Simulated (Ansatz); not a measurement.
# Y2H2C: a C atom hops into a vacancy

One C atom is taken out of a 2×2×1 supercell of Y2H2C. How high is the barrier for its neighbour C19, 3.66 Å away, to move into the hole? The program relaxes both ends, then the band.

Method: DFT LDA, plane waves, PAW, scalar-relativistic, no spin polarisation, in Ansatz 0.2.0.

## (1) The starting structure

The cell holds 19 atoms (C3H8Y8): a = 7.385 Å, b = 7.385 Å, c = 6.058 Å, α = 90.00°, β = 90.00°, γ = 120.00°.

The empty site lies at (0.03, 0.02, -0.02) Å, and C19 starts at (1.83, 3.20, 0.00) Å. All atoms were shaken by about 0.02 Å to break the symmetry.

Its coordinates follow in the input file.

## (2) Relaxing the ends and the band

crystal.atoms is the first end and neb.final_atoms the second, which differs in C19 alone.

input.yaml reads:

```yaml
crystal:
  lattice:
    - [7.38508511, -1.24e-06, 0.0]
    - [-3.69254364, 6.39567069, 0.0]
    - [0.0, 0.0, 6.05790894]
  atoms:
    - { symbol: H, position: [0.16917454, 0.33522012, 0.61292535] }
    - { symbol: H, position: [0.33380144, 0.16847429, 0.38789679] }
    - { symbol: "Y", position: [0.16952968, 0.32899334, 0.22428812] }
    - { symbol: "Y", position: [0.32953006, 0.16657433, 0.7713422] }
    - { symbol: H, position: [0.16327773, 0.83047289, 0.60084701] }
    - { symbol: H, position: [0.33613486, 0.67093305, 0.39260372] }
    - { symbol: "Y", position: [0.1638953, 0.83483372, 0.22026315] }
    - { symbol: "Y", position: [0.33689289, 0.66803528, 0.77755972] }
    - { symbol: C, position: [0.00223491, 0.50298304, -0.00128279] }
    - { symbol: H, position: [0.66477662, 0.32784437, 0.60450212] }
    - { symbol: H, position: [0.8347837, 0.16577649, 0.3899233] }
    - { symbol: "Y", position: [0.6660465, 0.33200484, 0.23040162] }
    - { symbol: "Y", position: [0.83175013, 0.16497482, 0.76983882] }
    - { symbol: C, position: [0.50431134, 0.00353581, -0.00189863] }
    - { symbol: H, position: [0.66707518, 0.83323142, 0.60935956] }
    - { symbol: H, position: [0.82916099, 0.65880651, 0.39341318] }
    - { symbol: "Y", position: [0.67138717, 0.83743263, 0.23031318] }
    - { symbol: "Y", position: [0.8338757, 0.66924241, 0.77920214] }
    - { symbol: C, position: [0.49865441, 0.50087936, 0.00064636] }
kpoints:
  mp_grid: { grid: [2, 2, 2] }
magnetization:
  spin_polarized: false
scf:
  occupations: { method: cold, width: 0.15 }
hamiltonian:
  pseudopotentials: { kind: paw }
  xc: lda
basis:
  ecutwfc: 420
neb:
  images: 5
  relax_end_points: true
  climbing: true
  f_tol: 0.05
  max_iterations: 40
  order_check: false
  final_atoms:
    - { symbol: H, position: [0.16917454, 0.33522012, 0.61292535] }
    - { symbol: H, position: [0.33380144, 0.16847429, 0.38789679] }
    - { symbol: "Y", position: [0.16952968, 0.32899334, 0.22428812] }
    - { symbol: "Y", position: [0.32953006, 0.16657433, 0.7713422] }
    - { symbol: H, position: [0.16327773, 0.83047289, 0.60084701] }
    - { symbol: H, position: [0.33613486, 0.67093305, 0.39260372] }
    - { symbol: "Y", position: [0.1638953, 0.83483372, 0.22026315] }
    - { symbol: "Y", position: [0.33689289, 0.66803528, 0.77755972] }
    - { symbol: C, position: [0.00223491, 0.50298304, -0.00128279] }
    - { symbol: H, position: [0.66477662, 0.32784437, 0.60450212] }
    - { symbol: H, position: [0.8347837, 0.16577649, 0.3899233] }
    - { symbol: "Y", position: [0.6660465, 0.33200484, 0.23040162] }
    - { symbol: "Y", position: [0.83175013, 0.16497482, 0.76983882] }
    - { symbol: C, position: [0.50431134, 0.00353581, -0.00189863] }
    - { symbol: H, position: [0.66707518, 0.83323142, 0.60935956] }
    - { symbol: H, position: [0.82916099, 0.65880651, 0.39341318] }
    - { symbol: "Y", position: [0.67138717, 0.83743263, 0.23031318] }
    - { symbol: "Y", position: [0.8338757, 0.66924241, 0.77920214] }
    - { symbol: C, position: [0.00563943, 0.00380698, -0.00379378] }
```

Started as:

```
ansatz run input.yaml --threads 4 --pin off --max-ram 8192MiB --backend cpu --events-out ev --progress --plain --runs-dir out
```

The program printed (excerpt; [...] marks lines left out):

```text
Warning: neb: disabling space-group detection — the band's intermediate images generally break the endpoint symmetry, so no spatial operation reduces the k-mesh or symmetrises the density, except that a semilocal band can use its path's symmetry ahead of convergence; time reversal is [...]
Warning: RAYON_NUM_THREADS=4 ignored (pool sized by the plan → 4); use --threads N
[...]
Pseudopotentials: kind: paw
Pseudopotential: H, paw, valence charge 1, recommended cutoff 420 eV (normal), H.paw.azcp
Pseudopotential: Y, paw, valence charge 11, recommended cutoff 420 eV (normal), Y.paw.azcp
Pseudopotential: C, paw, valence charge 4, recommended cutoff 420 eV (normal), C.paw.azcp
Functional definition: SPW92
[...]
parallel-image band execution: 4 concurrent image workers
NEB image 0
Crystal: 19 atoms, lattice volume = 286.131 Å³
Basis set: ecut = 420 eV, 5577 PW (Γ)
Bands: 73, of which v1, the nominal top of the filled ones, is band 54 counted from 1 (53 counted from 0)
Symmetry: 1 space group operations
k-points: 8
[...]
SCF iter   1: F=—  HF=-30828.879036 eV  |F-HF|=—  |Δ(HF+E_count)|=         —  Δρ=1.12e-2  dr2=5.15e-1  ethr=1.77e-3  ⟨swp⟩=6.1  Hψ=2390  notcnv=0
[...]
NSCF: frozen V_eff on 8 k-points
NEB image 6
[...]
NSCF: frozen V_eff on 8 k-points
NEB end point (image 0): max|allowed force component| = 1.506e0 eV/Å (the criterion of neb.relax_end_points is 1.000e-2)
NEB end point (image 6): max|allowed force component| = 1.270e0 eV/Å (the criterion of neb.relax_end_points is 1.000e-2)
NEB image 0, for its relaxation
[...]
NEB image 0, for its relaxation
[...]
NEB image 0, for its relaxation
SCF iter   1: F=—  HF=-30829.551956 eV  |F-HF|=—  |Δ(HF+E_count)|=         —  Δρ=4.35e-3  dr2=1.27e-1  ethr=2.85e-3  ⟨swp⟩=5.0  Hψ=1267  notcnv=0  defer=36
[...]
```

## (3) The log goes on

Output, continued (excerpt; [...] marks lines left out):

```text
SCF iter   2: F=—  HF=-30829.534810 eV  |F-HF|=—  |Δ(HF+E_count)|=   1.71e-2  S|Δr|=    0.00e0  Δρ=2.61e-3  dr2=5.42e-2  ethr=1.17e-4  ⟨swp⟩=1.1  Hψ=673  notcnv=0  defer=44
[...]
NEB image 0, for its relaxation
[...]
NEB image 0
[...]
NSCF: frozen V_eff on 8 k-points
NEB end point (image 0): relaxed in 26 SCF iterations, 0.779891 eV lower, largest move of an atom 0.161 Å; not tested for a saddle point
NEB image 6, for its relaxation
[...]
NEB image 6, for its relaxation
[...]
NEB image 6, for its relaxation
[...]
NEB image 6, for its relaxation
[...]
NEB image 6, for its relaxation
[...]
NEB image 6
[...]
NSCF: frozen V_eff on 8 k-points
NEB end point (image 6): relaxed in 34 SCF iterations, 0.611006 eV lower, largest move of an atom 0.142 Å; not tested for a saddle point
NEB image 1
[...]
SCF iter   7: F=—  HF=-30828.326982 eV  |F-HF|=—  |Δ(HF+E_count)|=   1.52e-4  S|Δr|=    0.00e0  Δρ=1.50e-5  dr2=8.68e-7  ethr=1.88e-8  ⟨swp⟩=2.0  Hψ=663  notcnv=0
```

## (4) The log goes on

Output, continued (excerpt; [...] marks lines left out):

```text
SCF iter   8: F=-30828.326982 eV  HF=-30828.326982 eV  |F-HF|=4.68e-8  |Δ(HF+E_count)|=   1.09e-7  S|Δr|=    0.00e0  Δρ=3.69e-6  dr2=8.85e-8  ethr=9.26e-11  ⟨swp⟩=3.0  Hψ=1791  notcnv=0
[...]
NEB image 2
[...]
NEB image 3
[...]
NEB image 4
[...]
NEB image 5
[...]
SCF iter   8: F=-30828.325768 eV  HF=-30828.325768 eV  |F-HF|=4.63e-8  |Δ(HF+E_count)|=   1.01e-7  S|Δr|=    0.00e0  Δρ=3.71e-6  dr2=8.87e-8  ethr=9.26e-11  ⟨swp⟩=3.0  Hψ=1767  notcnv=0
[...]
NEB iter   1: max|band force component| = 7.131e0 eV/Å  barrier→ = 7.0065 eV  barrier← = 7.0065 eV  Δτ_max = 0.2000 Å  (64 SCF iters)
[...]
NEB iter   3: max|band force component| = 7.696e-1 eV/Å  barrier→ = 3.5283 eV  barrier← = 3.5283 eV  Δτ_max = 0.0938 Å  (44 SCF iters)
[...]
NEB iter   5: max|band force component| = 1.339e-1 eV/Å  barrier→ = 3.1876 eV  barrier← = 3.1876 eV  CI = image 3  Δτ_max = 0.0412 Å  (38 SCF iters)
[...]
    - { symbol: C, position: [-0.01310199773083065, 0.5137042206930927, -0.003835223106178026] }
    - { symbol: H, position: [0.6870477467235878, 0.3332010438295057, 0.5994791459138527] }
    - { symbol: H, position: [0.8139956905226241, 0.16697937814977762, 0.39945380348892207] }
    - { symbol: Y, position: [0.6367548177977246, 0.32802332331805145, 0.19810916208708768] }
    - { symbol: Y, position: [0.8642735272679513, 0.17216102485780432, 0.8008419420444572] }
    - { symbol: C, position: [0.5141251359634532, -0.013523148026602727, 0.002787613291871744] }
    - { symbol: H, position: [0.6769810698495082, 0.8236214841845142, 0.6522022287773339] }
    - { symbol: H, position: [0.8240448028784577, 0.676557169925579, 0.3467436556831705] }
    - { symbol: Y, position: [0.6478354207082674, 0.8527654526302183, 0.28271752393572885] }
    - { symbol: Y, position: [0.8531928225637344, 0.6474113184546797, 0.716224944705423] }
    - { symbol: C, position: [0.25051939300112025, 0.2500926162934281, -0.0005495942283083065] }
```

Run time: 2.9 min. Hardware: 4 threads of Arm Neoverse V1, shared host; peak memory 1.4 GiB.

## (5) What the band shows

Images 0 and 6 are the ends. Energies count from image 0; the path length is the program's own measure over all atoms.

| image | path (Å) | energy (eV) | C19 x y z (Å) | band force (eV/Å) |
| --- | --- | --- | --- | --- |
| 0 | 0.000 | 0.0000 | 1.85 3.20 0.00 | - |
| 1 | 0.752 | 0.7570 | 1.59 2.76 0.00 | 0.027 |
| 2 | 1.503 | 2.1253 | 1.28 2.22 0.00 | 0.037 |
| 3* | 2.255 | 3.1540 | 0.93 1.60 0.00 | 0.014 |
| 4 | 3.006 | 2.1249 | 0.57 0.98 0.00 | 0.038 |
| 5 | 3.758 | 0.7563 | 0.26 0.44 0.00 | 0.027 |
| 6 | 4.510 | 0.0000 | 0.00 0.00 0.00 | - |

The star marks the climbing image.

image, energy (eV) and a bar:
```
        0      0.000 
        1      0.757 #######
        2      2.125 ####################
        3      3.154 ##############################
        4      2.125 ####################
        5      0.756 #######
        6      0.000
```

How the highest energy settled:

| iteration | highest image above image 0 (eV) | largest band force (eV/Å) |
| --- | --- | --- |
| 1 | 7.0065 | 7.131 |
| 2 | 4.7052 | 1.925 |
| 3 | 3.5283 | 0.770 |
| 4 | 3.2348 | 0.265 |
| 5 | 3.1876 | 0.134 |
| 6 | 3.1696 | 0.088 |
| 7 | 3.1642 | 0.089 |
| 8 | 3.1596 | 0.040 |
| 9 | 3.1557 | 0.094 |
| 10 | 3.1540 | 0.038 |

The band as a trajectory file:

```xyz
19
Lattice="7.385 0.000 0.000 -3.693 6.396 0.000 0.000 0.000 6.058" Properties=species:S:1:pos:R:3 pbc="T T T" image=0 dE=0.0000
H     0.002    2.083    3.744
H     1.806    1.042    2.309
Y     0.002    2.241    1.417
Y     1.943    1.120    4.636
H    -1.886    5.355    3.744
H     0.002    4.264    2.368
Y    -1.750    5.276    1.417
Y     0.002    4.264    4.698
C    -1.844    3.198   -0.002
H     3.695    2.132    3.685
H     5.584    1.041    2.309
Y     3.695    2.132    1.355
Y     5.447    1.120    4.636
C     3.695    0.000   -0.002
H     1.891    5.354    3.743
H     3.695    4.313    2.309
Y     1.755    5.276    1.417
Y     3.695    4.155    4.636
C     1.849    3.198   -0.002
19
Lattice="7.385 0.000 0.000 -3.693 6.396 0.000 0.000 0.000 6.058" Properties=species:S:1:pos:R:3 pbc="T T T" image=1 dE=0.7570
H    -0.009    2.119    3.754
H     1.844    1.050    2.299
Y    -0.118    2.239    1.524
Y     2.002    1.015    4.528
H    -1.810    5.252    3.655
H    -0.059    4.335    2.396
Y    -1.808    5.347    1.332
Y     0.077    4.164    4.785
C    -1.915    3.230   -0.022
H     3.788    2.115    3.656
H     5.457    1.056    2.398
Y     3.572    2.147    1.267
Y     5.539    1.105    4.721
C     3.759   -0.046    0.016
H     1.943    5.306    3.868
H     3.627    4.333    2.185
Y     1.692    5.364    1.570
Y     3.803    4.145    4.483
C     1.594    2.757   -0.003
19
Lattice="7.385 0.000 0.000 -3.693 6.396 0.000 0.000 0.000 6.058" Properties=species:S:1:pos:R:3 pbc="T T T" image=2 dE=2.1253
H    -0.033    2.151    3.757
H     1.883    1.045    2.295
Y    -0.282    2.280    1.628
Y     2.119    0.893    4.423
H    -1.778    5.214    3.624
H    -0.072    4.371    2.406
Y    -1.859    5.441    1.263
Y     0.111    4.085    4.853
C    -1.965    3.260   -0.024
H     3.826    2.121    3.646
H     5.409    1.064    2.428
Y     3.487    2.136    1.199
Y     5.645    1.108    4.789
C     3.810   -0.074    0.018
H     1.953    5.276    3.928
H     3.597    4.327    2.124
Y     1.656    5.437    1.673
Y     3.885    4.150    4.379
C     1.284    2.219   -0.003
19
Lattice="7.385 0.000 0.000 -3.693 6.396 0.000 0.000 0.000 6.058" Properties=species:S:1:pos:R:3 pbc="T T T" image=3 dE=3.1540
H    -0.052    2.164    3.750
H     1.905    1.035    2.302
Y    -0.373    2.350    1.664
Y     2.227    0.849    4.388
H    -1.768    5.203    3.632
H    -0.071    4.391    2.420
Y    -1.915    5.525    1.200
Y     0.076    4.070    4.851
C    -1.994    3.285   -0.023
H     3.844    2.131    3.632
H     5.395    1.068    2.420
Y     3.491    2.098    1.200
Y     5.747    1.101    4.851
C     3.847   -0.086    0.017
H     1.958    5.268    3.951
H     3.587    4.327    2.101
Y     1.635    5.454    1.713
Y     3.910    4.141    4.339
C     0.927    1.600   -0.003
19
Lattice="7.385 0.000 0.000 -3.693 6.396 0.000 0.000 0.000 6.058" Properties=species:S:1:pos:R:3 pbc="T T T" image=4 dE=2.1249
H    -0.030    2.154    3.756
H     1.886    1.048    2.295
Y    -0.266    2.306    1.628
Y     2.135    0.919    4.423
H    -1.768    5.224    3.646
H    -0.061    4.381    2.428
Y    -1.950    5.510    1.198
Y     0.019    4.154    4.789
C    -1.957    3.273   -0.024
H     3.830    2.135    3.623
H     5.413    1.078    2.405
Y     3.593    2.091    1.262
Y     5.752    1.063    4.853
C     3.818   -0.061    0.017
H     1.949    5.267    3.927
H     3.592    4.319    2.124
Y     1.661    5.444    1.673
Y     3.890    4.158    4.378
C     0.569    0.980   -0.004
19
Lattice="7.385 0.000 0.000 -3.693 6.396 0.000 0.000 0.000 6.058" Properties=species:S:1:pos:R:3 pbc="T T T" image=5 dE=0.7563
H     0.010    2.149    3.753
H     1.862    1.080    2.298
Y    -0.149    2.184    1.523
Y     1.971    0.960    4.527
H    -1.781    5.259    3.656
H    -0.029    4.342    2.397
Y    -1.916    5.430    1.267
Y    -0.031    4.248    4.720
C    -1.906    3.245   -0.023
H     3.781    2.143    3.654
H     5.450    1.084    2.395
Y     3.699    2.094    1.331
Y     5.666    1.052    4.784
C     3.769   -0.031    0.015
H     1.918    5.262    3.867
H     3.603    4.289    2.184
Y     1.742    5.450    1.569
Y     3.854    4.231    4.482
C     0.259    0.442   -0.004
19
Lattice="7.385 0.000 0.000 -3.693 6.396 0.000 0.000 0.000 6.058" Properties=species:S:1:pos:R:3 pbc="T T T" image=6 dE=0.0000
H     0.047    2.157    3.741
H     1.851    1.116    2.309
Y    -0.090    2.078    1.415
Y     1.851    0.958    4.635
H    -1.842    5.331    3.684
H     0.047    4.240    2.309
Y    -1.842    5.331    1.355
Y    -0.090    4.319    4.635
C    -1.842    3.199   -0.004
H     3.655    2.157    3.741
H     5.543    1.067    2.366
Y     3.792    2.078    1.415
Y     5.543    1.067    4.695
C     3.697    0.001   -0.004
H     1.851    5.282    3.741
H     3.655    4.241    2.309
Y     1.851    5.440    1.415
Y     3.792    4.319    4.635
C     0.005    0.001   -0.004
```

## (6) Results

```
                    quantity                                                                   value
      relaxation of the ends  0.780 eV lower, moves up to 0.16 Å; 0.611 eV lower, moves up to 0.14 Å
            barrier forwards                                                                 3.15 eV
           barrier backwards                                                                 3.15 eV
second end relative to first                                                                0.000 eV
               highest image                                                   3 of 0 to 6, climbing
             band iterations                                                                      10
```

**Reading.** Along this path the system climbs 3.15 eV from the first end (122 kT at 300 K); with a typical attempt rate of 10^13 per second that is roughly 10^-40 events a second. The ends differ by 1 meV at most. The input switches the test of curvatures off, so the top was not shown to be a first-order saddle. In 19 atoms the vacancy feels its images, and neither cell size nor mesh was tested. The k-mesh is coarse.
